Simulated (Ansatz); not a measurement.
# ClFGe₂H₄: basis-set convergence

The task here is to estimate one member of a computed series from the others.

Computed with Ansatz 0.2.0, Gaussian basis. Level: one geometry, several basis sets.

Levels to be run: PBE0-D4/def2-SVP; ωB97M-V/def2-SVP; PBE0-D4/def2-QZVPP; ωB97M-V/def2-QZVPP; the functionals' def2-TZVPP values are taken from earlier runs.

## Structure used throughout

The geometry comes from an earlier relaxation with PBE0-D4 in a triple-zeta def2 set; it is a stationary point, not always the lowest conformer.

SMILES `[F][GeH]([Cl])[GeH3]`, 8 atoms, charge 0, spin multiplicity 1.

Atoms are counted from 1 here; the program's logs count them from 0.

Bond lengths: F1–Ge2 1.739 Å, Ge2–Cl3 2.149 Å, Ge2–Ge4 2.424 Å, Ge2–H5 1.537 Å, Ge4–H6 1.534 Å, Ge4–H7 1.531 Å, Ge4–H8 1.533 Å. Angles: F1–Ge2–Cl3 105.4°, F1–Ge2–Ge4 107.8°, F1–Ge2–H5 105.5°, Cl3–Ge2–Ge4 109.4°, Cl3–Ge2–H5 107.2°, Ge4–Ge2–H5 120.5°, Ge2–Ge4–H6 109.2°, Ge2–Ge4–H7 107.9°, Ge2–Ge4–H8 108.2°, H6–Ge4–H7 110.8°, H6–Ge4–H8 110.2°, H7–Ge4–H8 110.6°.

Set-up of the first run:

in.yaml reads:

```yaml
crystal:
  periodic: [false, false, false]
  atoms:
    - {symbol: F, position_ang: [-1.526382, -0.483911, -1.711098]}
    - {symbol: Ge, position_ang: [-0.443664, 0.587722, -0.871881]}
    - {symbol: Cl, position_ang: [1.176064, 0.946961, -2.237310]}
    - {symbol: Ge, position_ang: [0.394702, -0.581459, 1.079393]}
    - {symbol: H, position_ang: [-1.210283, 1.910704, -0.719501]}
    - {symbol: H, position_ang: [-0.777364, -0.905956, 2.013759]}
    - {symbol: H, position_ang: [1.079508, -1.864464, 0.600841]}
    - {symbol: H, position_ang: [1.399518, 0.333403, 1.789896]}
basis:
  gaussian: {orbitals: def2-SVP}
hamiltonian: {xc: pbe0, dispersion: d4}
output: {orbitals: {seedname: orbitals}}
```

Among the steps run: PBE0-D4 in def2-SVP; ωB97M-V in def2-SVP; PBE0-D4 in def2-QZVPP; ωB97M-V in def2-QZVPP.

One of the session's tables, all rows but one given; the rest of the session is left out.

It belongs to the step «Density functionals: the series». 

| functional | basis | HOMO (eV) |
| --- | --- | --- |
| PBE0-D4 | def2-SVP | -8.33 |
| PBE0-D4 | def2-TZVPP | -8.43 |
| PBE0-D4 | def2-QZVPP | -8.44 |
| ωB97M-V | def2-SVP | -10.35 |
| ωB97M-V | def2-TZVPP | ? |
| ωB97M-V | def2-QZVPP | -10.51 |

Estimate the missing values for ωB97M-V, def2-TZVPP.

As computed: HOMO (eV): -10.48. In the column «HOMO (eV)» it lies between ωB97M-V, def2-QZVPP (-10.51) and ωB97M-V, def2-SVP (-10.35).
